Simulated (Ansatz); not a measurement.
# BH2Cl (SMILES BCl) at HSE06/def2-TZVP

Aim: the electronic atomisation energy of BH2Cl at HSE06/def2-TZVP, from 4 runs. 

Program for the calculation: Ansatz 0.2.0.

44 further runs of the same task are left out: 44 set aside as unsound or not needed.

**1. The structure to begin with**

BH2Cl has 4 atoms, charge 0, and is taken as a singlet. As SMILES, `BCl`. The shape is that of a PBE0-D4/def2-TZVP optimisation.

Bond lengths: B1–Cl2 1.733 Å, B1–H3 1.190 Å, B1–H4 1.190 Å. Angles: Cl2–B1–H3 118.1°, Cl2–B1–H4 118.1°, H3–B1–H4 123.7°.

**2. A single-point energy at HSE06/def2-TZVP**

Input file molecule.yaml:

```yaml
basis:
  gaussian:
    orbitals: def2-TZVP
crystal:
  periodic: [false, false, false]
  atoms:
    - {symbol: B, position_ang: [-0.116700, 0.021700, -0.075300]}
    - {symbol: Cl, position_ang: [1.365000, -0.395300, 0.721200]}
    - {symbol: H, position_ang: [-1.106200, -0.559500, 0.240400]}
    - {symbol: H, position_ang: [-0.086600, 0.872800, -0.906600]}
hamiltonian:
  xc: {name: HSE06}
accuracy: high
output:
  orbitals: {seedname: orbitals}
```

Command:

```console
$ ansatz run molecule.yaml --threads 1 --pin off --max-ram 3480MiB --events-out events.jsonl --progress --plain --runs-dir runs
```

Log:

```text
Warning: RAYON_NUM_THREADS=1 ignored (pool sized by the plan → 1); use --threads N
Functional definition: HSE06
  name "HSE06"
  parameter a = 0.25
  parameter omega = 0.11/bohr
  exchange = pbe_x - a*pbe_x_sr(omega) + a*exact_x_sr(omega)
  correlation = pbe_c
1294 factors; integrals over basis functions are off by at most 4.0e-9 eV
81 factors; integrals over basis functions are off by at most 7.7e-10 eV
mean field evaluation 1: about -13225.9243 eV, gradient 1.9e1 eV
mean field evaluation 2: about -13225.7566 eV, gradient 2.1e1 eV
mean field evaluation 4: about -13227.0489 eV, gradient 6.7e-1 eV
mean field evaluation 8: about -13227.0480 eV, gradient 3.0e-2 eV
mean field evaluation 16: about -13227.0480 eV, gradient 2.1e-7 eV
mean field -13227.04801299 eV, -486.0850488621 hartree, gradient 6.0e-8 eV, S^2 0.000000; 0 other end points of the search recorded, 0 dependent functions left out
reference -13227.04801608 eV, -486.0850489759 hartree; 12, 12 occupied and 68, 68 virtual orbitals, 1294 factors
Total energy: -13227.04801608 eV, -486.0850489759 hartree
```

Wall time 2.6 s (1 thread of Arm Neoverse V2, shared host); peak memory 0.17 GiB.

**3. The B atom, same level**

Input file run.yaml:

```yaml
crystal:
  periodic: [false, false, false]
  atoms:
    - {symbol: B, position_ang: [0.000000, 0.000000, 0.000000]}
basis:
  gaussian:
    orbitals: def2-TZVP
magnetization:
  spin_polarized: true
  initial_magnetization: 1
accuracy: high
hamiltonian:
  xc: {name: HSE06}
```

Run the same way, it converges to -24.61633 Eh (log not shown).

**4. The Cl atom**

Input file in.yaml:

```yaml
crystal:
  periodic: [false, false, false]
  atoms:
    - {symbol: Cl, position_ang: [0.000000, 0.000000, 0.000000]}
basis:
  gaussian: {orbitals: def2-TZVP}
magnetization: {spin_polarized: true, initial_magnetization: 1}
hamiltonian: {xc: {name: HSE06}}
accuracy: high
```

Run the same way, it converges to -459.98960 Eh (log not shown).

**5. The H atom**

Input file job.yaml:

```yaml
crystal:
  periodic: [false, false, false]
  atoms:
    - {symbol: H, position_ang: [0.000000, 0.000000, 0.000000]}
basis:
  gaussian:
    orbitals: def2-TZVP
magnetization:
  spin_polarized: true
  initial_magnetization: 1
hamiltonian:
  xc: hse06
accuracy: high
```

Run the same way, it converges to -0.50075 Eh (log not shown).

**6. Results**

At HSE06/def2-TZVP:

```
                     quantity          value
       molecule: total energy  -486.08505 Eh
        molecule: HOMO energy       -8.24 eV
        molecule: LUMO energy       -2.20 eV
      molecule: HOMO–LUMO gap        6.04 eV
         B atom: total energy   -24.61633 Eh
                 B atom: ⟨S²⟩          0.754
        Cl atom: total energy  -459.98960 Eh
                Cl atom: ⟨S²⟩          0.754
         H atom: total energy    -0.50075 Eh
                 H atom: ⟨S²⟩          0.750
electronic atomisation energy      12.997 eV
```

In words: Taking the molecule apart into free atoms costs 13.00 eV (300 kcal/mol), before zero-point energy and without spin-orbit coupling.
